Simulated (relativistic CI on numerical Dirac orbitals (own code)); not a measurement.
# Tl XXV (Tl²⁴⁺): levels and lines

The task is the spectrum of Tl²⁴⁺: levels, purity of their labels, lifetimes and lines; further runs change one setting each.

Program: relativistic CI on numerical Dirac orbitals (own code) version 2. Level of theory: Dirac-Coulomb-Breit CI, KLI orbitals optimised for each configuration, model QED (radiative potential, 1s self-energy scaled to tabulated hydrogen-like ionisation energies). These are calculated values, not measurements, unless marked.

## 1. The atom as given

```
ion                       : Tl²⁴⁺ (Tl XXV)
nuclear charge            : 81
electrons                 : 57
isotope                   : A = 205
first configuration typed : [Kr] 4d10 4f11
```

The outer shells:

first configuration typed
```
[Kr] core
4d [↑↓][↑↓][↑↓][↑↓][↑↓]
4f [↑↓][↑↓][↑↓][↑↓][↑ ][↑ ][↑ ]
```

## 2. The main run

Settings of the run:

```ini
atom Tl  Z=81  charge=24  electrons=57
nucleus A=205  rms_radius_fm=5.4759
hamiltonian dirac-coulomb  breit=on  qed=on  c_scale=1
orbitals kli  potential=per-configuration
slater_scale 1
correlation none
mixing on
configurations
  [Kr] 4d10 4f11
  [Kr] 4d10 4f10 5s
  [Kr] 4d10 4f9 5s2
  [Kr] 4d10 4f10 5p
  [Kr] 4d9 4f12
  [Kr] 4d10 4f9 5s 5p
  [Kr] 4d10 4f9 5p2
  [Kr] 4d8 4f13
  [Kr] 4d10 4f10 5d
  [Kr] 4d9 4f10 5s2
  [Ar] 3d10 4s2 4p5 4d10 4f12
  [Kr] 4d9 4f11 5s
  [Kr] 4d10 4f10 6s
  [Ar] 3d10 4s 4p6 4d10 4f12
  [Ar] 3d10 4s2 4p4 4d10 4f13
  [Ar] 3d10 4s2 4p5 4d9 4f13
  [Ar] 3d10 4p6 4d10 4f13
  [Ar] 3d10 4s 4p6 4d9 4f13
  [Ar] 3d10 4s 4p6 4d10 4f11 5s
  [Ar] 3d10 4s 4p5 4d10 4f13
end
```

## 3. Slater integrals scaled by 0.9

Changes to the settings of step 2:

```diff
@@ -4,3 +4,3 @@
 orbitals kli  potential=per-configuration
-slater_scale 1
+slater_scale 0.9
 correlation none
```

## 4. Without QED terms

Changes to the settings of step 3:

```diff
@@ -2,5 +2,5 @@
 nucleus A=205  rms_radius_fm=5.4759
-hamiltonian dirac-coulomb  breit=on  qed=on  c_scale=1
+hamiltonian dirac-coulomb  breit=on  qed=off  c_scale=1
 orbitals kli  potential=per-configuration
-slater_scale 0.9
+slater_scale 1
 correlation none
```

## 5. Non-relativistic limit (c × 1000)

Changes to the settings of step 4:

```diff
@@ -2,3 +2,3 @@
 nucleus A=205  rms_radius_fm=5.4759
-hamiltonian dirac-coulomb  breit=on  qed=off  c_scale=1
+hamiltonian dirac-coulomb  breit=off  qed=off  c_scale=1000
 orbitals kli  potential=per-configuration
```

(Steps that only read results are left out.)

Q: Predict the outcome of this session. Wanted: lowest level; first excitation; lowest level of the other parity; fastest E1 line; ionisation energy.

As calculated:

| run | time | mean size of shift, levels followed (cm⁻¹) | lowest level | ionisation energy (eV) |
| --- | --- | --- | --- | --- |
| main run | 17 s | 0 | 4f11 4I°15/2 | 763.20 |
| Slater integrals scaled by 0.9 | 16 s | 3000 | 4f11 4I°15/2 | 763.56 |
| without QED terms | 15 s | 98.8 | 4f11 4I°15/2 | 763.16 |
| non-relativistic limit (c × 1000) | 13 s | 32490 | 4f11 4I°15/2 | - |

The tabulated theoretical ionisation energy (NIST) is 760 eV.

| quantity | value |
| --- | --- |
| lowest level | 4f11 4I°15/2 |
| first excitation | 4f11 [4f7/2^5] J=9/2°, 28207 cm⁻¹ |
| lowest level of the other parity | 4f10 5s 6I17/2, 559489 cm⁻¹ |
| levels in the model | 9793 |
| fastest E1 line (by rate) to the lowest level among the lowest 400 of 9793 levels | 13.79 nm, from 4f10 5s 4K17/2 (ii) |
| ionisation energy | 763.20 eV |
| ionisation energy, tabulated theoretical (NIST) | 760 eV |

**Reading.** The lowest level is 4f11 4I°15/2, 91 % pure in LS and 86 % in jj coupling; over the low levels the means are 59 and 80 %, so jj coupling describes them better. The ionisation energy agrees with the tabulated theoretical value within its uncertainty of 40 eV. The largest mover is «non-relativistic limit (c × 1000)» (32490 cm⁻¹ on average). Lifetimes count radiative decay inside the model alone.
